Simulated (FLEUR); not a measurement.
The system is Ta3AsAu2O13.

```xyz
19
Lattice="5.7238 -0.0075 -0.0040 1.3028 6.2550 0.0056 0.2757 1.3007 8.3675" Properties=species:S:1:pos:R:3 pbc="T T T"
Ta    1.8016    2.6675    4.8901
Ta    0.6106    1.9943    8.3559
Ta    4.2828    4.5395    4.2252
As    4.7578    6.6860    6.9518
Au    3.4916    0.8150    1.5556
Au    1.4492    5.7148    3.7432
O     4.8936    5.2811    5.9496
O     3.3221    1.7411    5.8246
O     6.2809    6.7422    7.6940
O     3.3672    6.6706    7.9235
O     4.5687    1.8638    0.2577
O     1.7240    1.5064    0.9269
O     0.9962    1.2256    4.1088
O     3.3758    2.9946    3.6400
O     0.9058    2.6910    6.5776
O     6.1615    3.9169    3.8186
O     4.0664    5.7780    2.9290
O     2.4385    4.7506    5.2300
O     6.5613    6.2408    1.8957
```

The cell was built by a generator and needn't be a form met in nature.

Base run:

* Program: FLEUR MaX-R8.1 (later development tree)
* Functional: PBE
* Potentials or basis: all-electron
* Basis: FLAPW
* Kmax: 4.7 1/bohr
* k mesh: 3 × 3 × 2
* Occupations: fermi-dirac, width 0.05 eV
* Spin: no spin polarisation

Its results: band gap on the k mesh 1.32 eV, indirect (least direct gap 1.38 eV).

Q: The run is repeated on the same cell with these changes: functional from PBE to LDA. What comes out?

A: Band gap on the k mesh 1.25 eV, indirect (least direct gap 1.31 eV).

Caveats: the plane-wave cutoff is short for the small spheres of the light atoms, so energies, forces and moduli aren't converged; core charge leaks out of the spheres, which shifts energies; spin-orbit coupling is left out, which moves the levels of the heavy elements; an odd mesh through Γ misses points on the zone boundary, where band edges often lie.
